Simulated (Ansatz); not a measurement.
C2H2BBrS, SMILES S=C=CBBr: a rigid torsion scan, run with Ansatz's Python interface.

Script `c2h2bbrs_torsion.py`:
```python
import ansatz as az
from ase import Atoms


def main() -> None:
    atoms = Atoms(["S", "C", "C", "B", "Br", "H", "H"], positions=[
        (-0.0998, 0.1298, 2.9874),
        (-0.294, 0.3073, 1.3753),
        (-0.438, 0.4213, 0.0689),
        (0.5117, -0.4803, -0.8656),
        (0.2556, -0.3218, -2.8632),
        (-1.0889, 1.1618, -0.337),
        (1.2146, -1.286, -0.4115),
    ])

    first = (
        az.Crystal.molecule_from_ase(atoms).calculation()
        .basis(gaussian="def2-SVP")
        .functional("pbe0")
        .relax(force_tolerance=0.02, max_steps=80)
    )
    atoms.positions = first.run().report["positions_ang"]

    start = atoms.get_dihedral(1, 2, 3, 4)
    energies = {}
    for turn in range(0, 360, 30):
        turned = atoms.copy()
        turned.set_dihedral(1, 2, 3, 4, start + turn, indices=[3, 4, 6])
        job = az.Crystal.molecule_from_ase(turned).calculation().basis(gaussian="def2-SVP").correlation("MP2")
        energies[round((start + turn) % 360)] = job.run().report["free_energy_ev"]
    floor = min(energies.values())
    print("dihedral C1-C2-B3-Br4 (deg)   E - E(min) (eV)")
    for angle, e in sorted(energies.items()):
        print(f"{angle:8d} {(e - floor):14.3f}  " + "#" * int(30 * (e - floor) / max(max(energies.values()) - floor, 1e-9)))


if __name__ == "__main__":
    main()
```

Where along the turn do the lowest and the highest point lie, and how far apart are they?

The lowest point is at 180° and the highest at 90°, 0.648 eV (62.5 kJ/mol) above it, with the rest of the molecule held.

What the script printed:

Running `python c2h2bbrs_torsion.py` prints:
```text
dihedral C1-C2-B3-Br4 (deg)   E - E(min) (eV)
       0          0.024  #
      30          0.159  #######
      60          0.468  #####################
      90          0.648  #############################
     120          0.463  #####################
     150          0.142  ######
     180          0.000
     210          0.143  ######
     240          0.463  #####################
     270          0.648  ##############################
     300          0.467  #####################
     330          0.158  #######
```

Notes:
- The scan is rigid and the energies are electronic, in a modest basis. With rigid groups the curve can differ much from the relaxed path, the start wasn't checked as a minimum of this torsion, and equivalent turns needn't return to the same energy.
- The start is relaxed with a density functional and scanned with the wavefunction method, so it isn't exactly that method's minimum.
- Run time: 46 s on 1 thread of Intel(R) Xeon(R) 6975P-C (Granite Rapids), on a shared host, peak memory 0.31 GiB.

(Lines on the test bed's own set-up are left out of the output.)
